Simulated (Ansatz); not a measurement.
Predict the output of the script below (Ansatz 0.2.0, Python API).

The script, `tae.py`:
```python
# -*- coding: utf-8 -*-
"""Energy to split CH3BBr2 into its atoms."""

from collections import Counter

import ansatz as az


def total_energy(molecule, charge=0, unpaired=0):
    calc = (
        molecule.calculation()
        .basis(gaussian="def2-SVP")  # the orbital basis, by name
        .correlation("MP2")
    )
    if charge:
        calc = calc.charge(charge)
    if unpaired:
        calc = calc.spin("collinear", total=unpaired)
    report = calc.run().report
    if report["published_state_doubts"]:
        print("  doubts:", report["published_state_doubts"])
    return report["free_energy_ev"]

GEOMETRY = """
C     0.04300    0.75510    0.05140
B    -0.01680   -0.78730   -0.04730
Br    1.52990   -1.82450    0.59690
Br   -1.51770   -1.73770   -0.81320
H     0.10400    1.10440    1.08120
H     0.84620    1.21340   -0.55100
H    -0.92730    1.20870   -0.36370
"""


def main():
    system = az.Crystal.molecule()
    for line in GEOMETRY.strip().splitlines():
        symbol, *xyz = line.split()
        system = system.atom(symbol, [float(v) for v in xyz])

    # Hund ground states
    unpaired = {"C": 2, "B": 1, "Br": 1, "H": 1}
    counts = Counter(site.symbol for site in system.cartesian_sites)
    atom_energy = {s: total_energy(az.Crystal.molecule().atom(s, (0, 0, 0)), 0, unpaired[s]) for s in counts}
    whole = total_energy(system, 0, 0)
    for s, e in atom_energy.items():
        print(f"{s:2s} x{counts[s]}  {e:14.5f} eV")
    print(f"CH3BBr2: {whole:.5f} eV")
    split = sum(counts[s] * e for s, e in atom_energy.items()) - whole
    print(f"atomisation energy (no zero-point term): {96.485332 * split:.1f} kJ/mol, {split / sum(counts.values()):.3f} eV an atom")


if __name__ == "__main__":
    main()
```

```console
$ python tae.py
C  x1     -1025.74186 eV
B  x1      -667.67019 eV
Br x2    -69995.54506 eV
H  x3       -13.58606 eV
CH3BBr2: -141750.19666 eV
atomisation energy (no zero-point term): 2406.0 kJ/mol, 3.562 eV an atom
```

2406.0 kJ/mol from the electronic energies, without the zero-point term.

Notes:
- Total energies depend on the basis set; only differences at equal settings carry meaning.
- The geometry is a force-field or estimated start, not a minimum of this method, and the basis set is short of its limit. All parts are taken at fixed geometry, without zero-point energy.
- In double-zeta sets correlated atomisation energies come out some 10 to 15 % low.
- The spin-orbit lowering of heavy atoms is left out.
- Timing: 2.6 s on 1 thread of Intel(R) Xeon(R) 6975P-C (Granite Rapids) (shared host), peak memory 0.29 GiB.
